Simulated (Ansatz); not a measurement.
**SiH3I + GeH3 radical: a complex and its separated parts**

The complex below is one end of an elementary step. How strongly is it bound against its free parts?

The runs use Ansatz 0.2.0, Gaussian basis; PBE0-D4/def2-TZVP structures, single points in def2-TZVPP, no counterpoise correction.

Levels: SPW92, PBE-D4, BLYP-D4, r2SCAN-D4, B97M-V, PBE0-D4, B3LYP-D4, r2SCAN0-D4, BHLYP-D4, CAM-B3LYP-D4, wB97X-V, wB97M-V, B2PLYP, PBE-QIDH, RPA on PBE, Hartree-Fock, MP2, CCSD, CCSD(T).

Correlated methods freeze the cores. Filled d shells of the heavier atoms are correlated. Core potentials replace the inner electrons past krypton, and spin-orbit coupling is left out. Orbitals are unrestricted. B3LYP uses VWN-RPA correlation. B2PLYP carries no dispersion term here.

86 further runs of the same task are left out: 86 set aside as unsound or not needed.

**1. Where the work starts**

The complex: 9 atoms, charge 0, spin multiplicity 2.

Atoms are counted from 1 here; the program's logs count them from 0.

Bond lengths: I1–Si2 2.443 Å, Si2–H4 1.481 Å, Si2–H5 1.482 Å, Si2–H6 1.480 Å, Ge3–H7 1.542 Å, Ge3–H8 1.538 Å, Ge3–H9 1.538 Å. Angles: I1–Si2–H4 108.6°, I1–Si2–H5 107.5°, I1–Si2–H6 108.7°, H4–Si2–H5 110.4°, H4–Si2–H6 111.0°, H5–Si2–H6 110.5°, H7–Ge3–H8 111.1°, H7–Ge3–H9 111.1°, H8–Ge3–H9 111.5°.

Geometry (Å):

```xyz
9

I    -2.50044    0.02117   -0.03720
Si   -0.73974    1.16938   -1.28168
Ge    0.99529   -1.07404    1.28338
H     0.15768    0.15345   -1.87743
H    -1.39307    1.96921   -2.34516
H     0.00065    2.05105   -0.35132
H     2.52023   -0.89653    1.42218
H     0.30354   -1.02115    2.65549
H     0.65576   -2.37265    0.53173
```

Its parts: SiH3I holds atoms 1, 2, 4, 5, 6; GeH3 radical holds atoms 3, 7, 8, 9. Each part counts its atoms afresh in its own runs.

**2. Relaxing SiH3I alone**

relax-a/in.yaml

```yaml
crystal:
  periodic: [false, false, false]
  atoms:
    - {symbol: I, position_ang: [-2.500438, 0.021171, -0.037198]}
    - {symbol: Si, position_ang: [-0.739742, 1.169379, -1.281680]}
    - {symbol: H, position_ang: [0.157684, 0.153448, -1.877428]}
    - {symbol: H, position_ang: [-1.393067, 1.969214, -2.345155]}
    - {symbol: H, position_ang: [0.000647, 2.051051, -0.351319]}
basis:
  gaussian: {orbitals: def2-TZVP}
hamiltonian: {xc: pbe0, dispersion: d4}
relax: {f_tol: 0.005, max_steps: 200}
```

Started as:

```console
$ ansatz run in.yaml --threads 4 --pin off --events-out ev --progress --plain --max-ram 41984MiB --backend cpu
```

After this run come: Relaxing GeH3 radical alone; SPW92/def2-TZVPP; PBE-D4/def2-TZVPP; BLYP-D4/def2-TZVPP; r2SCAN-D4/def2-TZVPP; B97M-V/def2-TZVPP; PBE0-D4/def2-TZVPP; B3LYP-D4/def2-TZVPP; r2SCAN0-D4/def2-TZVPP; BHLYP-D4/def2-TZVPP; CAM-B3LYP-D4/def2-TZVPP; wB97X-V/def2-TZVPP; wB97M-V/def2-TZVPP; B2PLYP/def2-TZVPP; PBE-QIDH/def2-TZVPP; RPA on PBE/def2-TZVPP; CCSD(T)/def2-TZVPP; CCSD(T)/def2-QZVPP; Vibrations of SiH3I; Vibrations of GeH3 radical.

Q: Predict the outcome of this session. Wanted: complex less parts, CCSD(T)/def2-TZVPP; with zero-point energy; largest T1 diagnostic.

The runs gave:

| quantity | value |
| --- | --- |
| complex less parts, CCSD(T)/def2-TZVPP | -5.9 kJ/mol |
| with zero-point energy | -3.3 kJ/mol |
| largest T1 diagnostic | 0.014 |

**Reading.** At CCSD(T) the complex lies 5.9 kJ/mol below its parts. PBE-QIDH is the best functional here (+0.9 kJ/mol from CCSD(T)); SPW92 is the worst (-12.2 kJ/mol). By rung, the mean size of the error is: LDA 12.2, GGA 5.9, meta-GGA 2.7, hybrid 4.0, range-separated hybrid 1.7, double hybrid 3.2 kJ/mol. PBE-D4 gives a relative energy 6.8 kJ/mol too low, an error of 115 % of the reference. No counterpoise was applied, and triple zeta lacks some correlation, so the CCSD(T) reference has a basis error of its own, and close matches with it are partly luck.
